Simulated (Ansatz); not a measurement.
# Si₂HF₅: a ladder of functionals and wavefunction methods

How much do the methods differ for Si₂HF₅? The plan is to run it at one geometry with functionals of several rungs and with coupled cluster. The yardstick is the atomisation energy at the CCSD(T) limit.

Method: functionals in def2-TZVPP, the program's frozen cores in correlated methods; program: Ansatz 0.2.0, Gaussian basis.

Plan: LDA (SPW92), PBE-D4, revPBE-D4, BLYP-D4, r2SCAN-D4, B97M-V, PBE0-D4, B3LYP-D4, r2SCANh-D4, r2SCAN0-D4, HSE06-D4, BHLYP-D4, CAM-B3LYP-D4, LC-ωPBE, ωB97X-V, ωB97M-V, B2PLYP, PBE-QIDH; CCSD(T)/def2-SVP; CCSD(T)/def2-TZVPP; MP2/def2-QZVPP; extrapolation to the limit; RPA on PBE.

**1. Structure used throughout**

An earlier PBE0-D4 in a triple-zeta def2 set relaxation fixed the geometry.

SMILES `F[SiH](F)[Si](F)(F)F`, 8 atoms, charge 0, spin multiplicity 1.

Atoms are counted from 1 here; the program's logs count them from 0.

Bond lengths: F1–Si2 1.586 Å, Si2–F3 1.586 Å, Si2–Si4 2.346 Å, Si2–H8 1.477 Å, Si4–F5 1.578 Å, Si4–F6 1.578 Å, Si4–F7 1.576 Å. Angles: F1–Si2–F3 108.2°, F1–Si2–Si4 108.0°, F1–Si2–H8 108.7°, F3–Si2–Si4 108.1°, F3–Si2–H8 108.7°, Si4–Si2–H8 115.0°, Si2–Si4–F5 110.7°, Si2–Si4–F6 110.7°, Si2–Si4–F7 112.0°, F5–Si4–F6 107.5°, F5–Si4–F7 107.9°, F6–Si4–F7 107.9°.

Coordinates:

```xyz
8
F5HSi2
F     1.20188   -0.68095    1.77501
Si    0.18748   -1.00993    0.60095
F     0.88230   -2.04405   -0.38060
Si   -0.21022    0.97045   -0.59220
F    -1.18679    0.70573   -1.80374
F    -0.88662    2.05422    0.33495
F     1.11976    1.58947   -1.16919
H    -1.01548   -1.64214    1.17912
```

**2. LDA**

This LDA is Slater exchange with PW92 correlation.

Contents of in.yaml:

```yaml
crystal:
  periodic: [false, false, false]
  atoms:
    - {symbol: F, position_ang: [1.201878, -0.680952, 1.775009]}
    - {symbol: Si, position_ang: [0.187475, -1.009928, 0.600950]}
    - {symbol: F, position_ang: [0.882303, -2.044051, -0.380601]}
    - {symbol: Si, position_ang: [-0.210225, 0.970450, -0.592200]}
    - {symbol: F, position_ang: [-1.186790, 0.705731, -1.803736]}
    - {symbol: F, position_ang: [-0.886617, 2.054215, 0.334948]}
    - {symbol: F, position_ang: [1.119761, 1.589473, -1.169194]}
    - {symbol: H, position_ang: [-1.015483, -1.642136, 1.179124]}
basis:
  gaussian: {orbitals: def2-TZVPP}
hamiltonian: {xc: lda}
output: {orbitals: {seedname: orbitals}}
```

Run with:

```
$ ansatz run in.yaml --threads 4 --pin off --events-out ev --progress --plain --max-ram 10444MiB
```

The runs that follow: PBE-D4 (GGA); revPBE-D4 (GGA); BLYP-D4 (GGA); r2SCAN-D4 (meta-GGA); B97M-V (meta-GGA); PBE0-D4 (hybrid); B3LYP-D4 (hybrid); r2SCANh-D4 (hybrid); r2SCAN0-D4 (hybrid); HSE06-D4 (hybrid); BHLYP-D4 (hybrid); CAM-B3LYP-D4 (range-separated); LC-ωPBE (range-separated); ωB97X-V (range-separated); ωB97M-V (range-separated); B2PLYP (double hybrid); PBE-QIDH (double hybrid); CCSD(T) in def2-SVP; CCSD(T) in def2-TZVPP; MP2 in def2-QZVPP; RPA on PBE orbitals.

Q: Predict the results of all the runs planned. Wanted: atomisation energy, CCSD(T)/CBS; farthest beyond LDA; mean size of error, GGA; mean size of error, meta-GGA; mean size of error, hybrid; mean size of error, range-separated; mean size of error, double hybrid; gap, smallest and largest; T1 diagnostic.

As calculated:

| quantity | value |
| --- | --- |
| atomisation energy, CCSD(T)/CBS | 3500.3 kJ/mol |
| functionals within 17.5 kJ/mol (0.5 %) | PBE-D4, CAM-B3LYP-D4 |
| farthest beyond LDA | BHLYP-D4 (-195.4 kJ/mol) |
| mean size of error, GGA | 54.5 kJ/mol |
| mean size of error, meta-GGA | 27.6 kJ/mol |
| mean size of error, hybrid | 107.1 kJ/mol |
| mean size of error, range-separated | 27.6 kJ/mol |
| mean size of error, double hybrid | 73.6 kJ/mol |
| gap, smallest and largest | 6.03 eV (LDA (SPW92)), 13.45 eV (LC-ωPBE) |
| T1 diagnostic | 0.0126 |
| triples share of the correlation energy | 2.8 % |

LDA overbinds by 483.7 kJ/mol (14 %). PBE-D4 misses by +3.2 kJ/mol. Double hybrids carry the basis error of their MP2 part in triple zeta, and no dispersion term here, so their miss is partly the set-up's. By mean error the best rung here is meta-GGA (27.6 kJ/mol) and the worst beyond LDA is hybrid (107.1 kJ/mol). The gap between the best rungs is small, so their order is not settled. The mean of the hybrids holds BHLYP, with half exact exchange. The reference freezes the cores and leaves out relativity and excitations past (T), so misses under about 17.5 kJ/mol can't be ranked. Hartree-Fock recovers 74 % of the binding; the rest is correlation. CCSD(T) in def2-SVP is off by -370.0 kJ/mol, so the small basis spoils what the method gains. Orbital gaps span 6.0 to 13.4 eV; exact exchange widens them.
